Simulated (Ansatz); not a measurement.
# CH5ClO3Si: the cost of one run

Method: RKS r2SCAN-D4/def2-SVP, in Ansatz 0.2.0.

### Step 1. The structure to begin with

Bond lengths: O1–C2 1.456 Å, C2–O3 1.425 Å, C2–Cl4 1.843 Å, C2–O5 1.391 Å, O5–Si6 1.661 Å, O1–H7 0.946 Å, O3–H8 0.937 Å, Si6–H9 1.505 Å, Si6–H10 1.459 Å, Si6–H11 1.494 Å. Angles (14 of 15 angles, heavy atoms first): O1–C2–O3 106.3°, O1–C2–Cl4 102.7°, O1–C2–O5 110.7°, O3–C2–Cl4 110.8°, O3–C2–O5 115.0°, Cl4–C2–O5 110.6°, C2–O5–Si6 121.7°, C2–O1–H7 101.8°, C2–O3–H8 97.6°, O5–Si6–H9 108.5°, O5–Si6–H10 109.4°, O5–Si6–H11 108.5°, H9–Si6–H10 110.1°, H9–Si6–H11 108.4°.

As a file:

```xyz
11

O     0.8596   -1.6237    1.2352
C     0.4887   -0.7236    0.1528
O    -0.4857   -1.4138   -0.6247
Cl    2.0668   -0.5447   -0.7829
O     0.0759    0.5053    0.6562
Si   -0.7716    1.5896   -0.2736
H     1.7978   -1.6825    1.1256
H    -0.8718   -1.9074    0.0717
H    -0.8670    2.8904    0.4771
H    -0.0731    1.7920   -1.5386
H    -2.1542    1.0615   -0.4782
```

### Step 2. End point A

File input.yaml:

```yaml
crystal:
  periodic: [false, false, false]
  atoms:
    - { symbol: O, position_ang: [0.8596, -1.6237, 1.2352] }
    - { symbol: C, position_ang: [0.4887, -0.7236, 0.1528] }
    - { symbol: O, position_ang: [-0.4857, -1.4138, -0.6247] }
    - { symbol: Cl, position_ang: [2.0668, -0.5447, -0.7829] }
    - { symbol: O, position_ang: [0.0759, 0.5053, 0.6562] }
    - { symbol: Si, position_ang: [-0.7716, 1.5896, -0.2736] }
    - { symbol: H, position_ang: [1.7978, -1.6825, 1.1256] }
    - { symbol: H, position_ang: [-0.8718, -1.9074, 0.0717] }
    - { symbol: H, position_ang: [-0.867, 2.8904, 0.4771] }
    - { symbol: H, position_ang: [-0.0731, 1.792, -1.5386] }
    - { symbol: H, position_ang: [-2.1542, 1.0615, -0.4782] }
basis:
  gaussian: { orbitals: def2-SVP }
hamiltonian:
  xc: r2scan
  dispersion: d4
relax:
  f_tol: 0.015
  max_steps: 40
output:
  orbitals: {}
```

The run is started by

```console
$ ansatz run input.yaml --threads 2 --pin off --max-ram 3072MiB --backend cpu --events-out ev --progress --plain --runs-dir out
```

**Question.** How long does this run take on 2 threads of Intel Xeon 6975P-C (Granite Rapids), shared host, and how much memory does it need?

About 39 s, with a peak of 0.21 GiB.
